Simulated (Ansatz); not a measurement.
# Br3FGe: the cost of one run

The runs use Ansatz 0.2.0, Gaussian basis; the settings change from run to run.

### Step 1. The relaxed structure

The geometry comes from an earlier relaxation with PBE0-D4 in a triple-zeta def2 set; it is a stationary point.

SMILES `[F][Ge]([Br])([Br])[Br]`, 5 atoms, charge 0, spin multiplicity 1.

Atoms are counted from 1 here; the program's logs count them from 0.

Bond lengths: F1–Ge2 1.717 Å, Ge2–Br3 2.266 Å, Ge2–Br4 2.266 Å, Ge2–Br5 2.266 Å. Angles: F1–Ge2–Br3 107.2°, F1–Ge2–Br4 107.2°, F1–Ge2–Br5 107.2°, Br3–Ge2–Br4 111.7°, Br3–Ge2–Br5 111.7°, Br4–Ge2–Br5 111.6°.

As a file:

```xyz
5
Br3FGe
F     0.2069   -1.4709    0.9885
Ge    0.0165   -0.0627    0.0246
Br   -1.3019    1.3701    1.1847
Br   -0.9563   -0.7073   -1.9184
Br    2.0848    0.7972   -0.3210
```

### Step 2. r2SCAN50/ANO-RCC-VTZP

This run has multiplicity 3, D3(BJ) with three-body dispersion, the search for lower states set to light.

in.yaml

```yaml
crystal:
  periodic: [false, false, false]
  atoms:
    - {symbol: F, position_ang: [0.206886, -1.470929, 0.988533]}
    - {symbol: Ge, position_ang: [0.016468, -0.062701, 0.024577]}
    - {symbol: Br, position_ang: [-1.301869, 1.370105, 1.184723]}
    - {symbol: Br, position_ang: [-0.956271, -0.707322, -1.918390]}
    - {symbol: Br, position_ang: [2.084785, 0.797248, -0.321043]}
basis:
  gaussian: {orbitals: ANO-RCC-VTZP}
magnetization: {spin_polarized: true, initial_magnetization: 2}
hamiltonian: {xc: {name: r2SCAN50}, dispersion: d3bjatm}
scf: {lower_state_search: light}
output: {forces: true}
```

On the command line:

```sh
ansatz run in.yaml --threads 4 --pin off --events-out ev --progress --plain --max-ram 11315MiB
```

**Question.** How long does this run take on 4 threads of Arm Neoverse V2, shared host, and how much memory does it need?

About 3.9 min, with a peak of 1.5 GiB.
